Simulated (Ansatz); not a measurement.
The system is NbTe.

```xyz
2
Lattice="3.7030 0.0000 0.0000 -1.8515 3.2069 0.0000 0.0000 0.0000 3.6942" Properties=species:S:1:pos:R:3 pbc="T T T"
Te    1.8515    1.0690    0.0000
Nb    0.0000    0.0000    1.8471
```

The cell comes from a database or a generator and needn't be the stable form of this composition.

```yaml
Program: Ansatz 0.2.0
Task: relaxation of cell and atoms
Functional: RPBE
Dispersion: D3(BJ)
Potentials_or_basis: Ansatz PAW
Cutoff: "420 eV (not typed: the program's choice for these potentials)"
k_mesh: 8 × 8 × 7
Occupations: fermi-dirac, width 0.05 eV
Spin: no spin polarisation
```

At the start: volume 21.93 Å³/atom.

How do energy, volume and symmetry change on relaxing?

It ends after 9 steps and the volume is 16.62 Å³/atom (-24.2 %); space group P-6m2 (No. 187, to 0.05 Å).

Step by step:
```csv
step,energy change (eV),largest force (eV/Å),volume (Å³)
1,0.0000,0.0000,43.87
2,-0.8819,0.0000,37.87
3,-1.1363,0.0000,34.40
4,-1.2609,0.0000,33.65
5,-1.3518,0.0000,33.18
6,-1.3533,0.0000,33.48
7,-1.3548,0.0000,33.24
8,-1.3548,0.0000,33.25
9,-1.3533,0.0000,33.25
```

Final structure:
```yaml
crystal:
  lattice:
    - [3.11089, 0.00000, 0.00000]
    - [-1.55544, 2.69411, 0.00000]
    - [0.00000, 0.00000, 3.96707]
  atoms:
    - { symbol: Te, position: [0.66667, 0.33333, 0.00000] }
    - { symbol: Nb, position: [0.00000, 0.00000, 0.50000] }
```

Caveat: the volume moved by over 15 % at a fixed basis, so the end points are rough; the plane-wave basis is chosen anew once the cell has moved, so the energies of steps on either side of that aren't comparable; pairwise dispersion overbinds metals, which lowers pressure and volume; the PAW data sets come from PBE, with cores solved anew for the run's functional, which leaves a small shift of forces and pressure.
